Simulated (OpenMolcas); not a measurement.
# Ni²⁺ among point charges: CASSCF and CASPT2 levels and susceptibility

Aim: the splitting of the states of Ni²⁺ in the field of 5 point charges, its lowest levels with spin-orbit coupling and its magnetic susceptibility.

The numbers are computed with OpenMolcas 26.06 (state-averaged CASSCF and CASPT2, spin-orbit coupling by RASSI with atomic mean-field integrals), except any that are marked as measured or tabulated.

## Step 1: The system

```
Species                           : Ni²⁺ (nickel, Z = 28, 26 electrons)
Basis                             : ANO-RCC-VTZP [6s5p3d2f1g], 59 functions
Scalar Hamiltonian                : DKH2, point nucleus
Inactive shells                   : 1s 2s 2p 3s 3p
Active space                      : 8 electrons in 5 orbitals (3d)
Some configurations of this space : 3d8
Orbitals                          : optimised for each spin and parity, averaged over all roots
```

The outer shells:

3d8
```
3d [↑↓][↑↓][↑↓][↑ ][↑ ]
```

The ion sits among 5 point charges of -1.5 e arranged as a square pyramid (C4v), 1.88 Å from the ion, with the axial distance 2.181 Å.

Each step is its own input file, run in one work folder so that later steps find the files of earlier ones. Labels, J, g values, rates, χT and fits are worked out afterwards by a script from the matrices that RASSI stores.

## Step 2: GATEWAY and SEWARD: basis and integrals

a.inp reads:

```
&GATEWAY
Coord
1

Ni 0.0 0.0 0.0
Basis=ANO-RCC-VTZP
Group=NoSym
NoMove
AngMom=0.0 0.0 0.0
AMFI
XField
5 Angstrom 0
1.880000 0.000000 0.000000 -1.500000
0.000000 1.880000 0.000000 -1.500000
-1.880000 0.000000 0.000000 -1.500000
0.000000 -1.880000 0.000000 -1.500000
0.000000 0.000000 2.180800 -1.500000
&SEWARD
```

On the command line:

```
$ OMP_NUM_THREADS=1 MOLCAS_MEM=1689 MOLCAS_PROJECT=a pymolcas a.inp > a.log
```

## Step 3: Reference wave functions, triplets, 10 roots

a.inp reads:

```
&RASSCF
FileOrb=start.orb
Symmetry=1
Spin=3
nActEl=8 0 0
Inactive=9
Ras2=5
CIRoot=10 10 1
SDav=10
CIMx=300
Iter=120 100
PrWF=0.3
OrbListing=Nothing
MaxOrb=0
>>> COPY $Project.JobIph JOB001
```

start.orb holds the contracted functions of the basis, ordered by shell, or the orbitals of the step before.

## Step 4: CASSCF: singlets, 15 roots

a.inp reads:

```
&RASSCF
FileOrb=start.orb
Symmetry=1
Spin=1
nActEl=8 0 0
Inactive=9
Ras2=5
CIRoot=15 15 1
SDav=15
CIMx=300
Iter=120 100
PrWF=0.3
OrbListing=Nothing
MaxOrb=0
>>> COPY $Project.JobIph JOB002
```

## Step 5: State interaction with spin-orbit coupling

a.inp reads:

```
&RASSI
NrOfJobIphs=2 10 15
1 2 3 4 5 6 7 8 9 10
1 2 3 4 5 6 7 8 9 10 11 12 13 14 15
IphNames
JOB001
JOB002
EJob
SpinOrbit
DIPRint=1.0
SOCoupling=1000.0
Subsets=2
Property=9
'ANGMOM' 1 'ANGMOM' 2 'ANGMOM' 3 'MLTPL  1' 1 'MLTPL  1' 2 'MLTPL  1' 3
'AMFI' 1 'AMFI' 2 'AMFI' 3
SOProperty=3
'ANGMOM' 1 'ANGMOM' 2 'ANGMOM' 3
```

## Step 6: CASPT2: IPEA 0.25, imaginary shift 0.1 (closed shells correlated: 3s 3p)

a.inp reads:

```
>>> COPY JOB001 $Project.JobIph
&CASPT2
Multistate=10 1 2 3 4 5 6 7 8 9 10
NoMult
Frozen=5
IPEA=0.25
Imaginary=0.1
MaxIter=60
WThr=0.0 0.3 0.05
PrWF=0.5
NoMix
>>> COPY JOB002 $Project.JobIph
&CASPT2
Multistate=15 1 2 3 4 5 6 7 8 9 10 11 12 13 14 15
NoMult
Frozen=5
IPEA=0.25
Imaginary=0.1
MaxIter=60
WThr=0.0 0.3 0.05
PrWF=0.5
NoMix
```

(Steps that only read results are left out.)

Q: Predict the outcome of this session. Wanted: spin-free ground state; first state of the same spin within the active space; lowest level; next level.

As calculated:

| quantity | value |
| --- | --- |
| method | SS-CASPT2, IPEA 0.25, imaginary shift 0.1 (closed shells correlated: 3s 3p) |
| spin-free ground state | triplet, 2-fold in its orbital part |
| first state of the same spin within the active space | triplet at 1890 cm⁻¹ |
| lowest level | 1-fold |
| next level | 41.5 cm⁻¹ |
| χT at 300 K | 3.02 cm³ K/mol |
| effective moment at 300 K | 4.91 μB |

Cost by method:

| method | time of its own steps | time with the reference |
| --- | --- | --- |
| A. CASSCF | 7.1 s | 7.1 s |
| B. SS-CASPT2, IPEA 0.25, imaginary shift 0.1, +3s 3p | 6.9 s | 14 s |

Times are of one thread on a shared host.

**Reading.** The spin-free ground state (triplet) comes to 99 % from free-ion F terms and keeps the highest spin of the shell. χT at 300 K is 3.02, against 1.00 cm³ K/mol for the spin alone, so orbital moment adds to it. The field of point charges can differ much from that of real complexes. This is an electrostatic model: the charges have no orbitals.
